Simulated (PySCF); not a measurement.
# C8H21GeN3 (Ge(vinyl)(NHEt)3): the cost of one run

Programs: PySCF 2.14.0, with density-fitted response routines of our own. Each step states its level of theory. These are calculated values for one molecule in the gas phase, unless marked as measured. Atoms count from 0, in the outputs and in this text.

**1. The starting structure**

33 atoms, charge 0, multiplicity 1; geometry from: GFN2-xTB. The atoms were then displaced at random by about 0.03 Å, so the start is not that level's minimum.

Bonds of the start (Å): Ge0–C1 1.98, Ge0–N6 1.79, Ge0–N15 1.97, Ge0–N24 1.80, C1–C2 1.27, C1–H3 0.98, C2–H4 1.13, C2–H5 1.09, N6–C7 1.47, N6–H9 1.01, C7–C8 1.48, C7–H10 1.04, C7–H11 1.10, C8–H12 1.18, C8–H13 1.11, C8–H14 1.03, N15–C16 1.44, N15–H18 0.96, C16–C17 1.54, C16–H19 1.11, C16–H20 1.15, C17–H21 1.11, C17–H22 1.04, C17–H23 1.09, N24–C25 1.36, N24–H27 1.03, C25–C26 1.58, C25–H28 1.15, C25–H29 1.09, C26–H30 1.08 and more.

**2. Optimising the geometry at PBE0-D3(BJ)/def2-SVP**

What the job is given:

```
{"job": {"xc": "PBE0", "basis": "def2-SVP", "d3": "d3bj", "grid": 1, "maxiter": 40, "shake": 0.03, "kind": "geom"}, "charge": 0, "multiplicity": 1}
Ge     0.207460     0.028380     0.150220
C     -0.086170     0.022530     2.109300
C      0.846510    -0.230360     2.939740
H     -0.973050     0.195060     2.484720
H      1.906870    -0.410940     2.590930
H      0.733890    -0.268450     4.025840
N      1.972740     0.011910    -0.168610
C      2.536530    -0.235450    -1.500020
C      2.498200     0.978110    -2.351940
H      2.485950     0.714370     0.335520
H      3.484010    -0.645310    -1.339150
H      1.891670    -1.033280    -1.907500
H      1.399270     1.339140    -2.591970
H      2.888060     0.708740    -3.350860
H      3.075420     1.736790    -1.970430
N     -0.670090     1.574020    -0.693000
C     -2.039740     1.954980    -0.494960
C     -2.267930     2.858580     0.732390
H     -0.091200     2.333330    -0.758260
H     -2.491230     2.447920    -1.375080
H     -2.680630     1.011690    -0.380940
H     -1.845920     2.300520     1.591000
H     -3.272350     3.110530     0.782690
H     -1.707760     3.780650     0.552780
N     -0.495040    -1.364410    -0.747950
C     -0.359470    -2.649750    -0.321870
C     -1.304810    -3.205920     0.818570
H     -1.457810    -1.180140    -1.079820
H     -0.406180    -3.376020    -1.213500
H      0.673100    -2.711340     0.007280
H     -1.211060    -2.526330     1.651330
H     -1.062180    -4.218520     1.002690
H     -2.321370    -3.062800     0.435130
```

Started as:

```
OMP_NUM_THREADS=2 python probes_run.py task.json out
```

This one command runs all jobs of the session in turn.

**Question.** How long does this first job take on 2 threads of Intel Xeon 6975P-C, shared host, and how much memory does it need?

About 6 min, with a peak of 2.5 GiB.
